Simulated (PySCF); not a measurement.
# BAs (triplet): the SCF solver's settings

Aim: find out which solver settings change the answer for BAs (triplet).

Computed with PySCF 2.14.0. Level: method and basis as typed in the scripts.

1 further run of the same task is left out (it didn't finish).

### 1 The system as given

BAs (triplet): 2 atoms, charge 0, spin multiplicity 3.

Bond lengths: B1–As2 1.890 Å.

### 2 Base script

Contents of input.py:

```python
from pyscf import gto, dft

mol = gto.M(
    atom='B 0 0 0; As 0 0 1.89',
    basis='lanl2dz',
    ecp={'As': 'lanl2dz'},
    charge=0,
    spin=2,
    verbose=3,
)
mf = dft.UKS(mol, xc='bhandhlyp')
mf.kernel()
mf.mulliken_pop()
mf.dip_moment()
print('orbital energies (hartree):', [e[max(0, n-3):n+3].round(4) for e, n in zip(mf.mo_energy, mol.nelec)])
```

Command:

```console
$ OMP_NUM_THREADS=1 python input.py
```

Its log is not repeated here.

Base result: E(SCF) = -30.758347 Eh, ⟨S²⟩ = 2.009, μ = 0.24 D.

The bond length is a typed value, not an optimised one. The triplet is typed in the script; nothing here shows that it is the ground state.

### 3 Second-order solver on

Variant 1 changes second-order solver: off → on.

Contents of input.py:

```python
from pyscf import gto, dft

mol = gto.M(
    atom='B 0 0 0; As 0 0 1.89',
    basis='lanl2dz',
    ecp={'As': 'lanl2dz'},
    charge=0,
    spin=2,
    verbose=3,
)
mf = dft.UKS(mol, xc='bhandhlyp')
mf = mf.newton()
mf.kernel()
mf.mulliken_pop()
mf.dip_moment()
print('orbital energies (hartree):', [e[max(0, n-3):n+3].round(4) for e, n in zip(mf.mo_energy, mol.nelec)])
```

Command:

```console
$ OMP_NUM_THREADS=1 python input.py
```

### 4 Level shift 0.3 hartree

Variant 2 changes level shift: none → 0.3 hartree.

Edit input.py of step 2 so:

```diff
@@ -11,2 +11,3 @@
 mf = dft.UKS(mol, xc='bhandhlyp')
+mf.level_shift = 0.3
 mf.kernel()
```

### 5 Smearing width 0.005 hartree

Variant 3 changes smearing width: none → 0.005 hartree.

Edit input.py of step 2 so:

```diff
@@ -1,2 +1,2 @@
-from pyscf import gto, dft
+from pyscf import gto, dft, scf
 
@@ -11,2 +11,3 @@
 mf = dft.UKS(mol, xc='bhandhlyp')
+mf = scf.addons.smearing_(mf, sigma=0.005, method='fermi')
 mf.kernel()
```

### 6 Damping 0.95

Variant 4 changes damping: none → 0.95.

Edit input.py of step 2 so:

```diff
@@ -11,2 +11,4 @@
 mf = dft.UKS(mol, xc='bhandhlyp')
+mf.damp = 0.95
+mf.diis_start_cycle = 8
 mf.kernel()
```

### 7 DIIS space 20

Variant 5 changes DIIS space: default → 20.

Edit input.py of step 2 so:

```diff
@@ -11,2 +11,3 @@
 mf = dft.UKS(mol, xc='bhandhlyp')
+mf.diis_space = 20
 mf.kernel()
```

### 8 DIIS space 2

Variant 6 changes DIIS space: default → 2.

Edit input.py of step 2 so:

```diff
@@ -11,2 +11,3 @@
 mf = dft.UKS(mol, xc='bhandhlyp')
+mf.diis_space = 2
 mf.kernel()
```

Q: Predict the outcome of this session. Wanted: for each run, E(SCF); from base; SCF dipole.

**Answer**, as computed:

```
                         run  E(SCF) (hartree)  from base (eV)  SCF dipole (D)
                        base        -30.758347               0            0.24
      second-order solver on        -30.758347          0.0000            0.24
     level shift 0.3 hartree        -30.758347          0.0000            0.24
smearing width 0.005 hartree        -30.717685  not comparable            0.81
                damping 0.95        -30.758347          0.0000            0.24
               DIIS space 20        -30.758347          0.0000            0.24
                DIIS space 2        -30.758347          0.0000            0.24
```

What this shows: The SCF energy stays the same, to the digits that matter, with second-order solver on or level shift 0.3 hartree or damping 0.95 or DIIS space 20 or DIIS space 2.
